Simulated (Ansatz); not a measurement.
# SnNH4Cl (SMILES [NH2][SnH2][Cl]): BHLYP/def2-SVP (core potential)

Aim: the electronic atomisation energy of SnNH4Cl at BHLYP/def2-SVP (core potential), from 5 runs. 

The calculation is run with Ansatz 0.2.0.

59 further runs of the same task are left out: 1 that didn't finish, 58 set aside as unsound or not needed.

### 1 The system as given

SnNH4Cl has 7 atoms, charge 0, and is taken as a singlet. As SMILES, `[NH2][SnH2][Cl]`. The coordinates come from a PBE0-D4/def2-TZVP relaxation. This is one conformer, not always the lowest.

Bond lengths: N1–Sn2 2.002 Å, Sn2–Cl3 2.335 Å, N1–H4 1.009 Å, N1–H5 1.009 Å, Sn2–H6 1.700 Å, Sn2–H7 1.700 Å. Angles: N1–Sn2–Cl3 106.6°, N1–Sn2–H6 110.9°, N1–Sn2–H7 110.9°, Cl3–Sn2–H6 105.3°, Cl3–Sn2–H7 105.3°, Sn2–N1–H4 116.4°, Sn2–N1–H5 116.4°, H6–Sn2–H7 117.0°, H4–N1–H5 109.9°.

### 2 The energy at BHLYP/def2-SVP (core potential)

The input, in.yaml:

```yaml
crystal:
  periodic: [false, false, false]
  atoms:
    - symbol: N
      position_ang: [-0.972800, -0.020100, -0.835200]
    - symbol: Sn
      position_ang: [0.562300, 0.041400, 0.449100]
    - symbol: Cl
      position_ang: [0.846400, -2.133500, 1.251000]
    - symbol: H
      position_ang: [-1.803500, 0.485500, -0.566500]
    - symbol: H
      position_ang: [-0.756400, 0.165200, -1.803000]
    - symbol: H
      position_ang: [0.172800, 0.976800, 1.814600]
    - symbol: H
      position_ang: [2.012400, 0.416800, -0.355700]
basis:
  gaussian:
    orbitals: def2-SVP
hamiltonian:
  xc: {name: BHLYP}
accuracy: high
output: {orbitals: {seedname: orbitals}}
```

On the command line:

```sh
ansatz run in.yaml --threads 1 --pin off --max-ram 3480MiB --events-out events.jsonl --progress --plain --runs-dir runs
```

Standard output:

```text
Warning: RAYON_NUM_THREADS=1 ignored (pool sized by the plan → 1); use --threads N
Functional definition: BHLYP
  name "BHLYP"
  parameter a = 0.5
  exchange = (1 - a)*b88_x + a*exact_x
  correlation = lyp_c
1811 factors; integrals over basis functions are off by at most 3.6e-9 eV
mean field evaluation 1: about -19897.3375 eV, gradient 4.6e1 eV
mean field evaluation 2: about -19894.4947 eV, gradient 5.6e1 eV
mean field evaluation 4: about -19901.7105 eV, gradient 1.6e0 eV
mean field evaluation 8: about -19901.9418 eV, gradient 1.1e-1 eV
mean field evaluation 16: about -19901.9419 eV, gradient 4.6e-5 eV
mean field -19901.94193072 eV, -731.3828759333 hartree, gradient 6.8e-9 eV, S^2 0.000000; 0 other end points of the search recorded, 0 dependent functions left out
reference -19901.94195780 eV, -731.3828769284 hartree; 25, 25 occupied and 53, 53 virtual orbitals, 1811 factors
Total energy: -19901.94195780 eV, -731.3828769284 hartree
```

Wall time 3.9 s (1 thread of AMD EPYC 9R45 (Zen 5), shared host); peak memory 0.27 GiB.

### 3 The Cl atom

The input, run.yaml:

```yaml
basis:
  gaussian:
    orbitals: def2-SVP
crystal:
  periodic: [false, false, false]
  atoms:
    - {symbol: Cl, position_ang: [0.000000, 0.000000, 0.000000]}
hamiltonian:
  xc: {name: BHLYP}
magnetization:
  spin_polarized: true
  initial_magnetization: 1
accuracy: high
```

On the command line:

```sh
ansatz run run.yaml --threads 1 --pin off --max-ram 3480MiB --events-out events.jsonl --progress --plain --runs-dir runs
```

Standard output:

```text
Warning: RAYON_NUM_THREADS=1 ignored (pool sized by the plan → 1); use --threads N
[... 5 set-up lines as earlier in the session ...]
134 factors; integrals over basis functions are off by at most 2.6e-9 eV
mean field evaluation 1: about -12517.1066 eV, gradient 3.0e0 eV
mean field evaluation 2: about -12517.1611 eV, gradient 6.4e-1 eV
mean field evaluation 4: about -12517.1634 eV, gradient 6.9e-1 eV
mean field evaluation 8: about -12517.1667 eV, gradient 3.1e-3 eV
mean field evaluation 16: about -12517.1667 eV, gradient 3.7e-8 eV
mean field -12517.16673258 eV, -459.9973929821 hartree, gradient 3.7e-8 eV, S^2 0.752615; 0 other end points of the search recorded, 0 dependent functions left out
reference -12517.16674327 eV, -459.9973933747 hartree; 9, 8 occupied and 9, 10 virtual orbitals, 134 factors
Total energy: -12517.16674327 eV, -459.9973933747 hartree
```

Run time: 0.38 s. Hardware: 1 thread of AMD EPYC 9R45 (Zen 5), shared host.

### 4 The H atom at the same level

The input, run.yaml:

```yaml
crystal:
  periodic: [false, false, false]
  atoms:
    - symbol: H
      position_ang: [0.000000, 0.000000, 0.000000]
basis:
  gaussian: {orbitals: def2-SVP}
hamiltonian: {xc: {name: BHLYP}}
magnetization: {spin_polarized: true, initial_magnetization: 1}
accuracy: high
```

Run the same way, it converges to -0.49784 Eh (log not shown).

### 5 The N atom

The input, job.yaml:

```yaml
crystal:
  periodic: [false, false, false]
  atoms:
    - {symbol: N, position_ang: [0.000000, 0.000000, 0.000000]}
basis:
  gaussian: {orbitals: def2-SVP}
hamiltonian: {xc: {name: BHLYP}}
magnetization: {spin_polarized: true, initial_magnetization: 3}
accuracy: high
```

Run the same way, it converges to -54.52497 Eh (log not shown).

### 6 The Sn atom, same level

The input, molecule.yaml:

```yaml
basis:
  gaussian: {orbitals: def2-SVP}
crystal:
  periodic: [false, false, false]
  atoms:
    - {symbol: Sn, position_ang: [0.000000, 0.000000, 0.000000]}
magnetization: {spin_polarized: true, initial_magnetization: 2}
hamiltonian: {xc: {name: BHLYP}}
accuracy: high
```

On the command line:

```sh
ansatz run molecule.yaml --threads 1 --pin off --max-ram 3480MiB --events-out events.jsonl --progress --plain --runs-dir runs
```

Standard output:

```text
Warning: RAYON_NUM_THREADS=1 ignored (pool sized by the plan → 1); use --threads N
[... 5 set-up lines as earlier in the session ...]
223 factors; integrals over basis functions are off by at most 2.0e-9 eV
mean field evaluation 1: about -5828.1905 eV, gradient 2.0e0 eV
mean field evaluation 2: about -5828.2344 eV, gradient 5.5e-1 eV
mean field evaluation 4: about -5828.2386 eV, gradient 5.5e-1 eV
mean field evaluation 8: about -5828.2412 eV, gradient 5.8e-4 eV
mean field evaluation 16: about -5828.2412 eV, gradient 4.9e-8 eV
mean field -5828.24119416 eV, -214.1839133615 hartree, gradient 4.9e-8 eV, S^2 2.003131; 0 other end points of the search recorded, 0 dependent functions left out
reference -5828.24120838 eV, -214.1839138841 hartree; 12, 10 occupied and 14, 16 virtual orbitals, 223 factors
Total energy: -5828.24120838 eV, -214.1839138841 hartree
```

It took 0.74 s on 1 thread of AMD EPYC 9R45 (Zen 5), shared host.

### 7 Outcome

Level: BHLYP/def2-SVP (core potential).

| quantity | value |
| --- | --- |
| molecule: total energy | -731.38288 Eh |
| molecule: HOMO energy | -8.74 eV |
| molecule: LUMO energy | 0.89 eV |
| molecule: HOMO–LUMO gap | 9.62 eV |
| Cl atom: total energy | -459.99739 Eh |
| Cl atom: ⟨S²⟩ | 0.753 |
| H atom: total energy | -0.49784 Eh |
| H atom: ⟨S²⟩ | 0.750 |
| N atom: total energy | -54.52497 Eh |
| N atom: ⟨S²⟩ | 3.754 |
| Sn atom: total energy | -214.18391 Eh |
| Sn atom: ⟨S²⟩ | 2.003 |
| electronic atomisation energy | 18.646 eV |

In words: Taking the molecule apart into free atoms costs 18.65 eV (430 kcal/mol), before zero-point energy and without spin-orbit coupling.
